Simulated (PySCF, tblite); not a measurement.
# C5H8Cl2Si: geometry, infrared bands and NMR shifts

Aim: predict the infrared bands and NMR shifts of C5H8Cl2Si (`[SiH3]C[C@@]1(Cl)[C@@H]2[C@@H](Cl)[C@@H]21`).

Programs: tblite 0.8.0 and PySCF 2.14.0, with density-fitted response routines of our own. Each step states its level of theory. These are calculated values for one molecule in the gas phase, unless marked as measured. Atoms count from 0, in the outputs and in this text.

### 1 The molecule as given

16 atoms, charge 0, multiplicity 1; geometry from: force field or distance geometry start.

Bonds of the start (Å): Si0–C1 1.87, C1–C2 1.51, C2–Cl3 1.77, C2–C4 1.53, C4–C5 1.55, C5–Cl6 1.77, C5–C7 1.52, C7–C2 1.55, C7–C4 1.43, Si0–H8 1.46, Si0–H9 1.49, Si0–H10 1.48, C1–H11 1.11, C1–H12 1.11, C4–H13 1.03, C5–H14 1.11, C7–H15 1.02.

### 2 Relaxing the molecule with GFN2-xTB

What the job is given:

```
{"job": {"kind": "relax", "xc": "GFN2-xTB", "basis": "xTB"}, "charge": 0, "multiplicity": 1}
Si    -2.589900     0.154000     0.059900
C     -0.964500     0.002900    -0.856200
C      0.181800     0.325400     0.067400
Cl     0.309200     1.919200     0.819000
C      1.071400    -0.756600     0.675600
C      2.415300     0.012800     0.635900
Cl     3.932600    -0.889300     0.595800
C      1.500600    -0.185700    -0.562400
H     -3.262500    -1.141800     0.131700
H     -3.467800     1.174900    -0.586800
H     -2.268300     0.714500     1.387400
H     -0.876300    -0.961000    -1.390500
H     -0.994400     0.803500    -1.622900
H      0.876900    -1.689800     1.063600
H      2.446300     1.031100     1.085300
H      1.682100    -0.505200    -1.514200
```

Started as:

```sh
$ OMP_NUM_THREADS=1 python probes_run.py task.json out
```

This one command runs all jobs of the session in turn.

**Question.** This job is followed by: GFN2-xTB harmonic vibrations, gas phase; GIAO PBE0/pcSseg-1 NMR shielding, non-relativistic, gas phase. What will the session give for the following? strongest single infrared mode (GFN2-xTB); zero-point energy (GFN2-xTB); 13C shifts against TMS (PBE0/pcSseg-1, means over atoms taken as alike); 1H shifts against TMS (PBE0/pcSseg-1, means over atoms taken as alike); 29Si shifts against TMS (PBE0/pcSseg-1); 35Cl shifts against HCl (PBE0/pcSseg-1).

The runs gave:

| quantity | value |
| --- | --- |
| strongest single infrared mode (GFN2-xTB) | 2263 cm⁻¹, 367 km/mol |
| zero-point energy (GFN2-xTB) | 67.5 kcal/mol |
| 13C shifts against TMS (PBE0/pcSseg-1, means over atoms taken as alike) | 74.7, 51.6, 28.8, 21.9 ppm |
| 1H shifts against TMS (PBE0/pcSseg-1, means over atoms taken as alike) | 4.01, 3.50, 2.38, 1.37 ppm |
| 29Si shifts against TMS (PBE0/pcSseg-1) | -70.0 ppm |
| 35Cl shifts against HCl (PBE0/pcSseg-1) | 141, 125 ppm |

What this shows: Over 139 steps the energy fell by 0.763 eV; of the close pairs, C4–C7 changed most, 1.429 to 1.509 Å. All 42 modes are real, so the xTB geometry is a minimum. The strongest single mode, at 2263 cm⁻¹, moves mainly H8. Unscaled tight-binding wavenumbers are off by several per cent, some by more. Its intensities can rank the bands wrongly.
